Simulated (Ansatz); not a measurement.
**Ga3AsP2: the cell at several levels of theory**

Cell and atoms of an ordered 6-atom cell of Ga3AsP2 on the zincblende lattice (P3m1) are relaxed in turn with PBE and r2SCAN. This is a trial cell built on a prototype, not taken from a measured structure, and it needn't be the compound's ground state.

Program: Ansatz 0.2.0. PAW datasets, plane waves, zero pressure. These are computed values for a spin-unpolarised cell that may be hypothetical; none is a measurement.

## Step 1: Starting point

This is the cell as the run starts from it, not yet at rest; its lengths are not the crystal's.

The symmetry is P3m1 (No. 156, trigonal); conventional cell a = 3.750 Å, c = 9.184 Å, 18.64 Å³ an atom. Around P lie 4 Ga at 2.30 Å; around As lie 4 Ga at 2.30 Å; around Ga lie 4 P at 2.30 Å; around Ga lie 3 P at 2.30 Å and 1 As at 2.30 Å.

As a file:

Space group P3m1 (No. 156). a = 3.750 Å, b = 3.750 Å, c = 9.184 Å, α = 90.00°, β = 90.00°, γ = 120.00°
```json
{"atom": "P", "site": "1a", "symmetry": "3m.", "x": "0.0000", "y": "0.0000", "z": "0.0000"}
{"atom": "P", "site": "1b", "symmetry": "3m.", "x": "0.3333", "y": "0.6667", "z": "0.3333"}
{"atom": "As", "site": "1c", "symmetry": "3m.", "x": "0.6667", "y": "0.3333", "z": "0.6667"}
{"atom": "Ga", "site": "1b", "symmetry": "3m.", "x": "0.3333", "y": "0.6667", "z": "0.0833"}
{"atom": "Ga", "site": "1c", "symmetry": "3m.", "x": "0.6667", "y": "0.3333", "z": "0.4167"}
{"atom": "Ga", "site": "1a", "symmetry": "3m.", "x": "0.0000", "y": "0.0000", "z": "0.7500"}
```

## Step 2: PBE: cell and atoms

Contents of input.yaml:

```yaml
crystal:
  lattice:
    - [3.7495155989, 0.0, 0.0]
    - [-1.8747577995, 3.2471757606, 0.0]
    - [0.0, 0.0, 9.1844]
  atoms:
    - { symbol: P, position: [0.0, 0.0, 0.0] }
    - { symbol: P, position: [0.3333333333, 0.6666666667, 0.3333333333] }
    - { symbol: As, position: [0.6666666667, 0.3333333333, 0.6666666667] }
    - { symbol: Ga, position: [0.3333333333, 0.6666666667, 0.0833333333] }
    - { symbol: Ga, position: [0.6666666667, 0.3333333333, 0.4166666667] }
    - { symbol: Ga, position: [0.0, 0.0, 0.75] }
kpoints:
  mp_grid: { grid: [12, 12, 4] }
hamiltonian:
  xc: pbe
scf:
  occupations: { method: fermi_dirac, width: 0.02 }
relax:
  f_tol: 0.005
  cell: {}
```

On the command line:

```bash
$ ansatz run input.yaml --threads 4 --pin off --max-ram 6451MiB --backend cpu --events-out ev --progress --plain --runs-dir out
```

Further steps of the session: Relaxing with r2SCAN.

What does the calculation give? Wanted: for each run, a; c; volume; space group; SCF geometries.

As calculated:

```
 level  a (Å)  c (Å)  volume (Å³/atom)  space group  SCF geometries
   PBE  3.948  9.677            21.775         P3m1               8
r2SCAN  3.906  9.562            21.057         P3m1               5
```

In words: From the start to the first minimum the volume moved by +16.8 %. The volume runs from r2SCAN (least) to PBE (most), a spread of 3.4 %, or 1.1 % in length if all axes shared it alike. The meshes differ: PBE 12×12×4, r2SCAN 6×6×4.
